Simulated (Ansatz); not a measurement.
# SiTe2 (1T sheet): the cost of one run

Computed with Ansatz 0.2.0 (DFT PBE, scalar-relativistic, plane waves, PAW, unless a step's input says otherwise).

2 further runs of the same task are left out: 2 set aside as unsound or not needed.

## Step 1: The system as given

It takes space group P-3m1 (No. 164, trigonal). The conventional cell has a = 3.797 Å, b = 3.797 Å, c = 30.299 Å, α = 90.00°, β = 90.00°, γ = 120.00°. Si (site symmetry -3m) is surrounded by 6 Te at 2.73 Å. Te (site symmetry 3m) is surrounded by 3 Si at 2.73 Å.

Structure file:

```xyz
3
Lattice="3.7973 0.0000 0.0000 -1.8986 3.2885 0.0000 0.0000 0.0000 30.2990" Properties=species:S:1:pos:R:3 pbc="T T T"
Si    0.0000    2.1924    9.0000
Te    1.8986    1.0962   10.6240
Te    0.0000    0.0000    7.3760
```

This sheet was relaxed beforehand with the same method; its gap on the mesh is none (metal).

## Step 2: Building the zigzag ribbon, N = 3, edge spins started parallel

The ribbon is cut from the relaxed sheet, periodic along c; N counts formula units a period. The edge energy is the mean of both edges over the sheet, -4865.1889 eV an atom.

The cell holds 3 Si, 6 Te: a = 17.800 Å, b = 12.500 Å, c = 3.797 Å, α = 90.00°, β = 90.00°, γ = 90.00°.

## Step 3: Relaxing it

Pressure and volume refer to the whole cell with its vacuum; only the period along c may change.

The input, input.yaml:

```yaml
crystal:
  lattice:
    - [17.8, 0.0, 0.0]
    - [0.0, 12.5, 0.0]
    - [0.0, 0.0, 3.7972822313]
  atoms:
    - { symbol: Si, position: [0.3152504001, 0.5, 0.0] }
    - { symbol: Si, position: [0.5, 0.5, 0.5] }
    - { symbol: Si, position: [0.6847495999, 0.5, 0.0] }
    - { symbol: Te, position: [0.2536672002, 0.629916854, 0.5], spin: 1.0 }
    - { symbol: Te, position: [0.4384168, 0.629916854, 0.0] }
    - { symbol: Te, position: [0.6231663999, 0.629916854, 0.5] }
    - { symbol: Te, position: [0.3768336001, 0.370083146, 0.5] }
    - { symbol: Te, position: [0.5615832, 0.370083146, 0.0] }
    - { symbol: Te, position: [0.7463327998, 0.370083146, 0.5], spin: 1.0 }
basis:
  ecutwfc: 420
kpoints:
  mp_grid: { grid: [1, 1, 23] }
hamiltonian:
  xc: pbe
scf:
  occupations: { method: gaussian, width: 0.05 }
output:
  forces: true
  stress: true
  eigenvalues: true
  populations: true
  write_density: true
  write_potential: true
  elf: true
  volumetric_format: npy
magnetization:
  spin_polarized: true
relax:
  adjacent_minimum: "off"
  f_tol: 0.02
  max_steps: 45
  cell: { fix: [a, b, alpha, beta, gamma], stress_tol: 0.03 }
```

Command:

```sh
$ ansatz run input.yaml --threads 4 --pin off --max-ram 11264MiB --backend cpu --events-out ev --progress --plain --runs-dir out
```

Q: Estimate wall time and peak memory on 4 threads of Arm Neoverse V2, shared host.

About 5 min, with a peak of 2.2 GiB.
